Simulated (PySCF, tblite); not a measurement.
**C₅H₉BN₂: geometry, infrared bands and NMR shifts**

Aim: predict the infrared bands and NMR shifts of C₅H₉BN₂ (`C#C[C@@H]1C[C@H]1NBN`).

Programs: tblite 0.8.0 and PySCF 2.14.0, with density-fitted response routines of our own. Each step states its level of theory. These are calculated values for one molecule in the gas phase, unless marked as measured. Atoms count from 0, in the outputs and in this text.

**1. Starting geometry**

17 atoms, charge 0, multiplicity 1; geometry from: force field or distance geometry start.

Bonds of the start (Å): C0–C1 1.19, C1–C2 1.48, C2–C3 1.53, C3–C4 1.54, C4–N5 1.45, N5–B6 1.53, B6–N7 1.52, C4–C2 1.51, C0–H8 1.06, C2–H9 1.11, C3–H10 1.10, C3–H11 1.11, C4–H12 1.11, N5–H13 1.04, B6–H14 1.18, N7–H15 1.04, N7–H16 1.05.

**2. Optimising the geometry with GFN2-xTB**

Job settings and geometry (Å):

```
{"job": {"kind": "relax", "xc": "GFN2-xTB", "basis": "xTB"}, "charge": 0, "multiplicity": 1}
C     -3.657600     1.043100     0.578800
C     -2.466100     1.081700     0.545100
C     -0.984600     1.112600     0.529300
C     -0.396200     0.780200    -0.839900
C     -0.341900    -0.240900     0.312900
N      0.964800    -0.337600     0.939300
B      1.757900    -1.458000     0.269700
N      3.089000    -1.156700    -0.403900
H     -4.718800     1.015000     0.602400
H     -0.442000     1.865700     1.131900
H      0.565000     1.279400    -1.051700
H     -1.120300     0.498200    -1.630900
H     -1.011600    -1.130800     0.273100
H      0.819600    -0.624500     1.932300
H      1.338500    -2.559500     0.286900
H      3.701400    -0.722600     0.320700
H      2.896300    -0.433300    -1.133500
```

Command:

```console
> OMP_NUM_THREADS=1 python probes_run.py task.json out
```

The driver reads the jobs from task.json and runs them one after another.

**Question.** This job is followed by: GFN2-xTB harmonic vibrations, gas phase; GIAO PBE0/pcSseg-1 NMR shielding, non-relativistic, gas phase. Predict these results of the whole session: strongest single infrared mode (GFN2-xTB); zero-point energy (GFN2-xTB); 13C shifts against TMS (PBE0/pcSseg-1); 1H shifts against TMS (PBE0/pcSseg-1, means over atoms taken as alike); 15N shifts against NH3 (PBE0/pcSseg-1); 11B shifts against BF3·OEt2 (PBE0/pcSseg-1); surface potential, 1st and 99th percentile.

**Answer**, as computed:

```
                                                              quantity                                               value
                             strongest single infrared mode (GFN2-xTB)                               1481 cm⁻¹, 544 km/mol
                                          zero-point energy (GFN2-xTB)                                       84.4 kcal/mol
                                13C shifts against TMS (PBE0/pcSseg-1)                    91.0, 70.7, 43.9, 19.2, 11.5 ppm
1H shifts against TMS (PBE0/pcSseg-1, means over atoms taken as alike)  4.27, 2.80, 2.28, 1.53, 1.20, 0.96, 0.90, 0.47 ppm
                                15N shifts against NH3 (PBE0/pcSseg-1)                                     101.7, 68.2 ppm
                           11B shifts against BF3·OEt2 (PBE0/pcSseg-1)                                            22.9 ppm
                                 surface potential, 1st and 99th percentile                                  -1.02 V and 1.73 V
```

Relaxing lowered the energy by 2.144 eV in 165 steps; the close pair that moved most is N5–B6, from 1.527 to 1.406 Å. No mode is imaginary among the 45: a minimum at this level. The strongest single mode, at 1481 cm⁻¹, is carried by N5, C4, B6, H13. Unscaled tight-binding wavenumbers are off by several per cent, some by more. Its intensities can rank the bands wrongly. At PBE0/pcSseg-1: The widest tensor belongs to C1: span 304 ppm, with a paramagnetic part of -157 ppm.
